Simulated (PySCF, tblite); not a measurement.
**C5H12O2Si2: geometry, infrared bands and NMR shifts**

Wanted: the infrared bands and NMR shifts of C5H12O2Si2 (`C=C[C@@](C=O)(C[SiH3])O[SiH3]`), by calculation.

Computed with tblite 0.8.0 and PySCF 2.14.0, with density-fitted response routines of our own, on a single molecule in the gas phase. Atoms are numbered from 0 throughout.

## (1) The starting structure

21 atoms, charge 0, multiplicity 1; geometry from: force field or distance geometry start.

Bonds of the start (Å): C0–C1 1.32, C1–C2 1.54, C2–C3 1.49, C3–O4 1.24, C2–C5 1.48, C5–Si6 1.83, C2–O7 1.37, O7–Si8 1.67, C0–H9 1.11, C0–H10 1.08, C1–H11 1.09, C3–H12 1.10, C5–H13 1.12, C5–H14 1.12, Si6–H15 1.46, Si6–H16 1.49, Si6–H17 1.49, Si8–H18 1.50, Si8–H19 1.48, Si8–H20 1.44.

## (2) Optimising the geometry with GFN2-xTB

The job: settings as JSON, then the geometry in Å.

```
{"job": {"kind": "relax", "xc": "GFN2-xTB", "basis": "xTB"}, "charge": 0, "multiplicity": 1}
C     -2.248800     1.921100     0.019800
C     -1.912100     0.681700    -0.286900
C     -0.507200     0.154000     0.069000
C     -0.557600    -0.046700     1.541500
O      0.086000     0.657500     2.329100
C     -0.379500    -1.099000    -0.710200
Si     1.190000    -2.031400    -0.551500
O      0.306100     1.209100    -0.258000
Si     1.953300     1.039900    -0.015600
H     -3.263200     2.315100    -0.215500
H     -1.515700     2.543400     0.512000
H     -2.611200     0.004300    -0.768500
H     -1.153900    -0.836200     2.023100
H     -1.201300    -1.795400    -0.392000
H     -0.552900    -0.918500    -1.798900
H      2.036900    -1.693900     0.584900
H      0.830600    -3.479600    -0.540300
H      2.008300    -1.890600    -1.784400
H      2.520400     2.427100    -0.053000
H      2.315400     0.553300     1.332600
H      2.647600     0.301700    -1.037600
```

Launch:

```
> OMP_NUM_THREADS=1 python probes_run.py task.json out
```

One launch serves the whole session: the jobs run in the order shown.

**Question.** This job is followed by: GFN2-xTB harmonic vibrations, gas phase; GIAO PBE0/pcSseg-1 NMR shielding, non-relativistic, gas phase. What will the session give for the following? strongest single infrared mode (GFN2-xTB); zero-point energy (GFN2-xTB); 13C shifts against TMS (PBE0/pcSseg-1); 1H shifts against TMS (PBE0/pcSseg-1, means over atoms taken as alike); 17O shifts against H2O (PBE0/pcSseg-1); 29Si shifts against TMS (PBE0/pcSseg-1).

As calculated:

```
                                                              quantity                                               value
                             strongest single infrared mode (GFN2-xTB)                               2242 cm⁻¹, 476 km/mol
                                          zero-point energy (GFN2-xTB)                                       92.6 kcal/mol
                                13C shifts against TMS (PBE0/pcSseg-1)                 208.5, 142.2, 122.6, 84.7, 22.4 ppm
1H shifts against TMS (PBE0/pcSseg-1, means over atoms taken as alike)  9.59, 6.12, 5.96, 5.74, 5.18, 3.82, 1.44, 1.32 ppm
                                17O shifts against H2O (PBE0/pcSseg-1)                                     625.3, 30.0 ppm
                               29Si shifts against TMS (PBE0/pcSseg-1)                                    -42.2, -79.9 ppm
```

The optimisation took 209 steps and gained 1.151 eV; among the close pairs (by a distance rule), C5–Si6 changed most, from 1.832 to 1.908 Å. No mode is imaginary among the 57: a minimum at this level. The strongest single mode, at 2242 cm⁻¹, moves mainly H16. GFN2-xTB is a fitted tight-binding method: band positions and strengths are rough. Its intensities can rank the bands wrongly. The most deshielded carbon is C3 (aldehyde carbonyl carbon), at 208.5 ppm: the double bond to the heteroatom, with no lone-pair donor beside it, deshields it most. H12 (hydrogen on an aldehyde carbonyl carbon) lies farthest downfield among hydrogen, at 9.59 ppm; the formyl region, downfield of aromatic protons. At PBE0/pcSseg-1: The widest tensor belongs to O4: span 1175 ppm, with a paramagnetic part of -692 ppm.
